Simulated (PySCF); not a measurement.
The system is ClBr (bromine chloride), in a box.

```
Cl Br
1.0
     9.00000    0.00000    0.00000
     0.00000    9.00000    0.00000
     0.00000    0.00000   12.00000
Cl Br
1 1
Direct
  0.50292 0.50319 0.41464
  0.50221 0.49905 0.59086
```

The cell isn't the ideal one: atoms moved at random, drawn with an rms of 0.05 Å.

Base run:

* Program: PySCF 2.14.0
* Functional: CAM-B3LYP
* Dispersion: D4
* Potentials or basis: def2-svp (all-electron)
* k mesh: 1 × 1 × 1
* Occupations: fixed
* Spin: no spin polarisation

Its results: gap between the frontier levels 7.77 eV.

The run is repeated on the same cell with these changes: functional from CAM-B3LYP to BLYP. What comes out?

Gap between the frontier levels 2.72 eV.

CAM-B3LYP gives the wider gap, since exact exchange removes part of the self-interaction.

Caveats: this is a molecule in a periodic box at the Γ point, so its band gap is the HOMO-LUMO gap; relativity is left out, which matters for the heavier elements; the basis of atomic orbitals isn't converged, which shifts pressures, moduli and gaps.

